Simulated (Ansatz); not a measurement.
# AlH₄O₂Si radical: one species, many methods

One table from this session's results is given with a row withheld; the runs are named, their logs left out.

Method: functionals in def2-TZVPP, the program's frozen cores in correlated methods; program: Ansatz 0.2.0, Gaussian basis.

Levels to be run: LDA (SPW92), PBE-D4, revPBE-D4, BLYP-D4, r2SCAN-D4, B97M-V, PBE0-D4, B3LYP-D4, r2SCANh-D4, r2SCAN0-D4, HSE06-D4, BHLYP-D4, CAM-B3LYP-D4, LC-ωPBE, ωB97X-V, ωB97M-V, B2PLYP, PBE-QIDH; CCSD(T)/def2-SVP; CCSD(T)/def2-TZVPP; MP2/def2-QZVPP; extrapolation to the limit; RPA on PBE.

**Structure used throughout**

All runs share one geometry, relaxed beforehand with PBE0-D4 in a triple-zeta def2 set.

8 atoms, charge 0, spin multiplicity 2.

Atoms are counted from 1 here; the program's logs count them from 0.

Bond lengths: O1–Al2 1.699 Å, O1–H5 0.957 Å, Al2–O3 1.680 Å, O3–Si4 1.625 Å, Si4–H6 1.488 Å, Si4–H7 1.487 Å, Si4–H8 1.487 Å. Angles: Al2–O1–H5 122.1°, O1–Al2–O3 118.2°, Al2–O3–Si4 176.3°, O3–Si4–H6 110.3°, O3–Si4–H7 110.2°, O3–Si4–H8 110.1°, H6–Si4–H7 108.7°, H6–Si4–H8 108.7°, H7–Si4–H8 108.9°.

Set-up of the first run:

in.yaml

```yaml
crystal:
  periodic: [false, false, false]
  atoms:
    - {symbol: O, position_ang: [0.891892, 1.682167, -2.054965]}
    - {symbol: Al, position_ang: [1.024227, 1.383362, -0.387415]}
    - {symbol: O, position_ang: [0.157941, 0.097265, 0.259365]}
    - {symbol: Si, position_ang: [-0.645532, -1.116928, 0.980814]}
    - {symbol: H, position_ang: [1.359484, 2.399288, -2.481999]}
    - {symbol: H, position_ang: [-0.775604, -0.854910, 2.439647]}
    - {symbol: H, position_ang: [-2.006769, -1.249866, 0.397978]}
    - {symbol: H, position_ang: [0.086560, -2.397378, 0.790874]}
basis:
  gaussian: {orbitals: def2-TZVPP}
magnetization: {spin_polarized: true, initial_magnetization: 1}
hamiltonian: {xc: lda}
output: {orbitals: {seedname: orbitals}}
```

Command:

```
$ ansatz run in.yaml --threads 4 --pin off --events-out ev --progress --plain --max-ram 10444MiB
```

Steps of the session up to this table: LDA; PBE-D4 (GGA); revPBE-D4 (GGA); BLYP-D4 (GGA); r2SCAN-D4 (meta-GGA); B97M-V (meta-GGA); PBE0-D4 (hybrid); B3LYP-D4 (hybrid); r2SCANh-D4 (hybrid); r2SCAN0-D4 (hybrid); HSE06-D4 (hybrid); BHLYP-D4 (hybrid); CAM-B3LYP-D4 (range-separated); LC-ωPBE (range-separated); ωB97X-V (range-separated); ωB97M-V (range-separated); B2PLYP (double hybrid); PBE-QIDH (double hybrid).

One table of the session follows, with a row left open; its other results are not shown here.

It belongs to the step «Orbital energies across the functionals». 

```
  functional  HOMO (eV)  LUMO (eV)  gap (eV)
 LDA (SPW92)      -5.07      -3.82      1.25
      PBE-D4      -5.05      -3.48      1.58
   revPBE-D4      -5.03      -3.32      1.71
     BLYP-D4      -4.86      -3.49      1.36
   r2SCAN-D4      -5.33      -2.97      2.36
      B97M-V          ?          ?         ?
     PBE0-D4      -6.11      -2.61      3.50
    B3LYP-D4      -5.85      -2.99      2.87
  r2SCANh-D4      -5.72      -2.74      2.98
  r2SCAN0-D4      -6.29      -2.41      3.89
    HSE06-D4      -5.71      -2.98      2.73
    BHLYP-D4      -6.97      -1.94      5.04
CAM-B3LYP-D4      -7.30      -1.83      5.46
     LC-ωPBE      -8.65      -0.42      8.23
     ωB97X-V      -8.18      -0.88      7.30
     ωB97M-V      -7.79      -1.18      6.61
```

**Question.** Estimate the row for B97M-V.

**Answer.** HOMO (eV): -5.00; LUMO (eV): -4.07; gap (eV): 0.93. In the column «HOMO (eV)» it lies between revPBE-D4 (-5.03) and BLYP-D4 (-4.86).
